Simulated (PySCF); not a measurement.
# GeOBr₂: singlet, from a PBE minimum start

Where does singlet GeOBr₂ go from a PBE minimum start, is the end point a minimum, and what are its modes, charges and moments?

Computed with PySCF 2.14.0. Level: PBE, basis Ge def2-SVP, O def2-SVP, Br def2-SVP, no relativity, density fitting.

## (1) The starting structure

4 atoms, charge 0, spin multiplicity 1.

Bond lengths: Ge1–O2 1.648 Å, Ge1–Br3 2.301 Å, Ge1–Br4 2.301 Å. Angles: O2–Ge1–Br3 125.8°, O2–Ge1–Br4 125.8°, Br3–Ge1–Br4 108.4°.

```xyz
4
charge 0 multiplicity 1
Ge   -0.6186    0.0000   -0.4269
O    -1.9751    0.0000   -1.3633
Br   -0.5702    0.0000    1.8738
Br    1.5498    0.0000   -1.1976
```

## (2) First SCF at the start

One driver script runs all steps and calls PySCF; scf.py shows how it sets up the SCF of each step. The optimiser is the driver's own. After this first run the driver tries any further starts and a stability analysis.

Contents of scf.py:

```python
from pyscf import gto, scf, dft
mol = gto.M(atom='''
Ge    -0.618568    -0.000000    -0.426948
O     -1.975147    -0.000000    -1.363287
Br    -0.570190     0.000000     1.873774
Br     1.549769    -0.000000    -1.197649''',
    basis={'Ge': 'def2-SVP', 'O': 'def2-SVP', 'Br': 'def2-SVP'},
    charge=0, spin=0)
mf = dft.RKS(mol, xc='PBE')
mf.grids.atom_grid = (50, 194)
aux = {'Ge': 'def2-universal-JKFIT', 'O': 'def2-universal-JKFIT', 'Br': 'def2-universal-JKFIT'}
mf = mf.density_fit(auxbasis=aux)
mf.conv_tol = 1e-08
mf.diis_space = 10
mf.max_cycle = 60
mf.init_guess = 'minao'
mf.verbose = 4
mf.kernel()
```

Run with:

```bash
OMP_NUM_THREADS=2 python axn.py task.json out
```

Standard output, shortened:

```text
[... the frontier levels of the middle cycles are left out ...]
init E= -7296.09248435342
  HOMO = -0.300983108482388  LUMO = -0.147385147008914  gap/eV = 4.17961
cycle= 1 E= -7298.15535247548  delta_E= -2.06  |g|= 1.28  |ddm|= 2.65
  HOMO = -0.115988667873625  LUMO = -0.0577341779604637  gap/eV = 1.58519
cycle= 2 E= -7291.15174423784  delta_E=    7  |g|= 3.97  |ddm|= 6.02
  HOMO = -0.231310014954807  LUMO = -0.138473446992572  gap/eV = 2.52621
cycle= 3 E= -7298.2811856639  delta_E= -7.13  |g|= 0.84  |ddm|=  5.7
cycle= 4 E= -7298.40394044413  delta_E= -0.123  |g|= 0.625  |ddm|= 1.63
cycle= 5 E= -7298.48619443254  delta_E= -0.0823  |g|= 0.218  |ddm|= 0.633
cycle= 6 E= -7298.49383380417  delta_E= -0.00764  |g|= 0.14  |ddm|= 0.158
cycle= 7 E= -7298.49768763308  delta_E= -0.00385  |g|= 0.0644  |ddm|= 0.0993
cycle= 8 E= -7298.4985184939  delta_E= -0.000831  |g|= 0.0181  |ddm|= 0.0441
cycle= 9 E= -7298.49858700993  delta_E= -6.85e-05  |g|= 0.0092  |ddm|= 0.0151
cycle= 10 E= -7298.49860601205  delta_E= -1.9e-05  |g|= 0.00135  |ddm|= 0.00698
cycle= 11 E= -7298.49860651062  delta_E= -4.99e-07  |g|= 3.84e-05  |ddm|= 0.0015
cycle= 12 E= -7298.49860651107  delta_E= -4.49e-10  |g|= 1.25e-05  |ddm|= 7.17e-05
  HOMO = -0.256090922205362  LUMO = -0.146506592709856  gap/eV = 2.98194
Extra cycle  E= -7298.4986065105  delta_E= 5.73e-10  |g|= 5.22e-05  |ddm|= 5.63e-05
converged SCF energy = -7298.4986065105
```

This step, with its further starts and checks, ran for 27 s (2 threads of Arm Neoverse N1, shared host).

The test of internal stability found no lower closed-shell solution.

## (3) PBE minimum start, singlet: relaxation

The program finds C2v symmetry in the start, which this walk keeps. The walk stops when the largest gradient is under 0.0003 Eh/bohr and the energy has settled too.

scf.py: that of step 2 with these lines changed.

```diff
@@ -3,4 +3,4 @@
-Ge    -0.618568    -0.000000    -0.426948
-O     -1.975147    -0.000000    -1.363287
-Br    -0.570190     0.000000     1.873774
-Br     1.549769    -0.000000    -1.197649''',
+Ge    -0.618524     0.000000    -0.426918
+O     -1.975103     0.000000    -1.363257
+Br    -0.570146     0.000000     1.873804
+Br     1.549813     0.000000    -1.197619''',
@@ -16 +15,0 @@
-mf.init_guess = 'minao'
```

The optimiser's trace:

| step | energy (Eh) | change (kJ/mol) | largest symmetric gradient (Eh/bohr) |
| --- | --- | --- | --- |
| 0 | -7298.498607 | 0.00 | 0.00031 |
| 1 | -7298.498607 | 0.00 | 0.00012 |

The walk took 9.7 s.

It settles in C2v symmetry, 0.0 kJ/mol below the start, after 1 steps: Ge–Br 2.301 Å (×2), Ge–O 1.649 Å; Br–Ge–Br 108.3°, Br–Ge–O 125.8° (×2).

## (4) Vibrations and properties at this point

The point is checked on the finer grid, and tightened if its gradient asks for it. The Hessian and the dipole derivatives come from central differences of analytic gradients, with steps of 0.02 bohr.

scf.py: that of step 3 with these lines changed.

```diff
@@ -3,4 +3,4 @@
-Ge    -0.618524     0.000000    -0.426918
-O     -1.975103     0.000000    -1.363257
-Br    -0.570146     0.000000     1.873804
-Br     1.549813     0.000000    -1.197619''',
+Ge    -0.618787     0.000000    -0.427099
+O     -1.975448     0.000000    -1.363494
+Br    -0.569949     0.000000     1.873597
+Br     1.549689     0.000000    -1.197361''',
@@ -10 +10 @@
-mf.grids.atom_grid = (50, 194)
+mf.grids.atom_grid = (75, 302)
@@ -13 +13 @@
-mf.conv_tol = 1e-08
+mf.conv_tol = 1e-10
```

The driver hands on the density of the step before, so the log starts near convergence.

SCF at the final geometry:

```text
init E= -7298.4987842005
  HOMO = -0.256087739102472  LUMO = -0.146498116178531  gap/eV = 2.98209
cycle= 1 E= -7298.49878420043  delta_E= 7e-11  |g|= 1.71e-05  |ddm|= 2.4e-05
  HOMO = -0.256094458205577  LUMO = -0.146499707382306  gap/eV = 2.98223
cycle= 2 E= -7298.49878419914  delta_E= 1.29e-09  |g|= 7.52e-05  |ddm|= 8.78e-05
  HOMO = -0.256089142140294  LUMO = -0.14649888604434  gap/eV = 2.98210
cycle= 3 E= -7298.49878420049  delta_E= -1.35e-09  |g|= 1.01e-05  |ddm|= 7.14e-05
  HOMO = -0.256089091354813  LUMO = -0.146498601193482  gap/eV = 2.98211
cycle= 4 E= -7298.49878420049  delta_E=    0  |g|= 3.34e-07  |ddm|= 1.1e-05
  HOMO = -0.256089067550914  LUMO = -0.14649855468632  gap/eV = 2.98211
Extra cycle  E= -7298.49878420049  delta_E= -5.46e-12  |g|= 4.48e-07  |ddm|= 8.19e-07
converged SCF energy = -7298.49878420049
```

The whole step took 1.7 min.

Geometry: C2v; Ge–Br 2.301 Å (×2), Ge–O 1.648 Å; Br–Ge–Br 108.3°, Br–Ge–O 125.8° (×2).

Harmonic modes (main isotopes):

```tsv
symmetry	ω (cm⁻¹)	IR (km/mol)	type
a1	98	0.4	bend
b1	168	12.6	bend
b2	182	18.9	bend
a1	272	8.0	stretch
b2	323	85.8	mixed
a1	946	41.4	stretch
```

No imaginary mode, so this is a minimum.

Constants and moments:

```
Dipole moment                                                   : 2.53 D
Highest occupied level                                          : -6.97 eV
Lowest empty level                                              : -3.99 eV
Rotational constants                                            : 0.08879, 0.03068, 0.0228 cm⁻¹
Zero-point energy                                               : 11.9 kJ/mol
Principal polarisabilities                                      : 36.3, 64.6, 83.0 bohr³
Atomisation energy without zero-point energy                    : 1125 kJ/mol
Principal traceless quadrupole moments about the centre of mass : -9.90, 4.81, 5.09 D Å
Entropy at 298.15 K and 1 bar                                   : 342.9 J/(mol K)
Heat capacity Cp at 298.15 K                                    : 73.0 J/(mol K)
Enthalpy at 298.15 K above 0 K                                  : 17.35 kJ/mol
Rotational symmetry number                                      : 2
```

Charges (e) and bond orders:

```csv
atom,Mulliken,Löwdin,polar tensor,Mayer order to Ge1
Ge1,0.60,0.15,1.32,–
O2,-0.36,-0.27,-0.56,2.02
"Br3,4",-0.12,0.06,-0.38,1.03
```

Outer orbital energies (eV). occupied: -10.19, -9.38, -8.87, -8.16, -8.06, -7.81, -7.44, -6.97; empty: -3.99, -2.97, 0.32, 0.84.

Mulliken populations on Ge1: s 7.27, p 13.80, d 10.33.

## (5) Stability of the closed shell

At the lowest minimum the closed shell is tested against spin polarisation, on the (50, 194) grid. It is stable.

## (6) What came out

```
                                 quantity                                                                   value
                                  minimum                                                            singlet, C2v
                                 geometry  Ge–Br 2.301 Å (×2), Ge–O 1.648 Å; Br–Ge–Br 108.3°, Br–Ge–O 125.8° (×2)
                       wavenumbers (cm⁻¹)               98 (a1), 168 (b1), 182 (b2), 272 (a1), 323 (b2), 946 (a1)
                            dipole moment                                                                  2.53 D
     highest occupied, lowest empty level                                                         -6.97, -3.99 eV
               polar-tensor charge of Ge1                                                                 +1.32 e
                        zero-point energy                                                             11.9 kJ/mol
                      entropy at 298.15 K                                                         342.9 J/(mol K)
atomisation energy (no zero-point energy)                                                             1125 kJ/mol
```

What this shows: The PBE minimum start keeps its C2v symmetry and ends in a minimum. In the infrared the band at 323 cm⁻¹ (b2, mixed) leads. Other starts or spin states, not run here, may lie lower.

The search up to here ran for 2.4 min (2 threads of Arm Neoverse N1, shared host).
